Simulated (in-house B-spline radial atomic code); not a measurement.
# Eu⁵⁺: binding energies from hole states

Aim: the cost of two holes at once in Eu⁵⁺, against the sum of the two single holes.

Method: Dirac-Hartree-Fock, average of configuration, Fermi nucleus, basis-set limit. Code: in-house B-spline radial atomic code version 1.

**1. What is computed**

| Property | Result |
| --- | --- |
| element | europium (Z = 63) |
| charge | +5 |
| electrons | 58 |
| configuration | [Kr] 4d10 4f5 5s2 5p5 |
| Hamiltonian | Dirac-Coulomb |
| nucleus | Fermi, rms radius 5.112 fm |

The outer shells:

[Kr] 4d10 4f5 5s2 5p5
```
[Kr] core
4d [↑↓][↑↓][↑↓][↑↓][↑↓]
4f [↑ ][↑ ][↑ ][↑ ][↑ ][  ][  ]
5s [↑↓]
5p [↑↓][↑↓][↑ ]
```

The boxes draw the filling by Hund's rule, which heavy ions in jj coupling don't follow; these runs average over all states of the configuration.

Settings of the run:

```ini
Z = 63
electrons = 58.0
configuration = [Kr] 4d10 4f5 5s2 5p5
hamiltonian = dirac
method = hf
spin_polarised = False
nucleus = fermi
rms_radius = 5.1115
mass_number = 153
atomic_mass = 152.921236789
speed_of_light = 137.035999084
```

This reference run was done before. Its total energy is -10841.111138 hartree, and its levels are (the highest eight at most):

| orbital | occupation | energy (eV) | <r> (bohr) |
| --- | --- | --- | --- |
| 4p3/2 | 4 | -353.64 | 0.6049 |
| 4d3/2 | 4 | -228.00 | 0.6421 |
| 4d5/2 | 6 | -222.44 | 0.6519 |
| 5s1/2 | 2 | -114.46 | 1.316 |
| 5p1/2 | 1.66667 | -90.598 | 1.429 |
| 5p3/2 | 3.33333 | -85.531 | 1.493 |
| 4f5/2 | 2.14286 | -81.314 | 0.7895 |
| 4f7/2 | 2.85714 | -80.613 | 0.7960 |

Single holes known from earlier runs (ΔSCF): 2p1/2 7720.32 eV, 2p3/2 7072.63 eV, 3s 1892.37 eV, 3p1/2 1702.67 eV, 3d3/2 1243.73 eV, 3d5/2 1215.08 eV, 4s 452.52 eV, 4d3/2 222.41 eV, 5p 86.608 eV.

**2. The 3s and 3p1/2 holes**

In configurations, a minus sign after the shell means j = l − 1/2 and a plus sign j = l + 1/2; the count of electrons follows.

Settings of the run:

```ini
Z = 63
electrons = 56.0
configuration = 1s2 2s2 2p6 3s1 3p-1 3p+4 3d10 4s2 4p6 4d10 4f5 5s2 5p5
hamiltonian = dirac
method = hf
spin_polarised = False
nucleus = fermi
rms_radius = 5.1115
mass_number = 153
atomic_mass = 152.921236789
speed_of_light = 137.035999084
```

**3. The 2p3/2 and 4d3/2 holes**

The settings differ from step 2 so:

```diff
@@ -2,3 +2,3 @@
 electrons = 56.0
-configuration = 1s2 2s2 2p6 3s1 3p-1 3p+4 3d10 4s2 4p6 4d10 4f5 5s2 5p5
+configuration = 1s2 2s2 2p-2 2p+3 3s2 3p6 3d10 4s2 4p6 4d-3 4d+6 4f5 5s2 5p5
 hamiltonian = dirac
```

**4. The 3d5/2 and 4s holes**

The settings differ from step 3 so:

```diff
@@ -2,3 +2,3 @@
 electrons = 56.0
-configuration = 1s2 2s2 2p-2 2p+3 3s2 3p6 3d10 4s2 4p6 4d-3 4d+6 4f5 5s2 5p5
+configuration = 1s2 2s2 2p6 3s2 3p6 3d-4 3d+5 4s1 4p6 4d10 4f5 5s2 5p5
 hamiltonian = dirac
```

**5. The 2p1/2 and 3p1/2 holes**

The settings differ from step 4 so:

```diff
@@ -2,3 +2,3 @@
 electrons = 56.0
-configuration = 1s2 2s2 2p6 3s2 3p6 3d-4 3d+5 4s1 4p6 4d10 4f5 5s2 5p5
+configuration = 1s2 2s2 2p-1 2p+4 3s2 3p-1 3p+4 3d10 4s2 4p6 4d10 4f5 5s2 5p5
 hamiltonian = dirac
```

**6. The 3d3/2 and 5p holes**

The settings differ from step 5 so:

```diff
@@ -2,3 +2,3 @@
 electrons = 56.0
-configuration = 1s2 2s2 2p-1 2p+4 3s2 3p-1 3p+4 3d10 4s2 4p6 4d10 4f5 5s2 5p5
+configuration = 1s2 2s2 2p6 3s2 3p6 3d-3 3d+6 4s2 4p6 4d10 4f5 5s2 5p4
 hamiltonian = dirac
```

What does each hole state cost in eV, and how does that compare with the orbital energies or single holes?

As calculated:

| two holes | ΔSCF (eV) | less the two single holes (eV) |
| --- | --- | --- |
| 3s and 3p1/2 | 3646.19 | 51.15 |
| 2p3/2 and 4d3/2 | 7328.63 | 33.60 |
| 3d5/2 and 4s | 1701.44 | 33.83 |
| 2p1/2 and 3p1/2 | 9494.82 | 71.84 |
| 3d3/2 and 5p | 1348.54 | 18.20 |

Two holes cost more than the sum of each, because the second electron leaves a more charged ion. The excess runs from 18.2 eV (3d3/2 and 5p) to 71.8 eV (2p1/2 and 3p1/2); it tends to be largest where both holes are compact. Two partly filled shells share a symmetry and can mix in the average, which may lower the energy, in these hole states: 3s and 3p1/2; 2p3/2 and 4d3/2; 2p1/2 and 3p1/2; 2p1/2; 2p3/2; 3p1/2. Values are for the free ion, measured from the vacuum level.
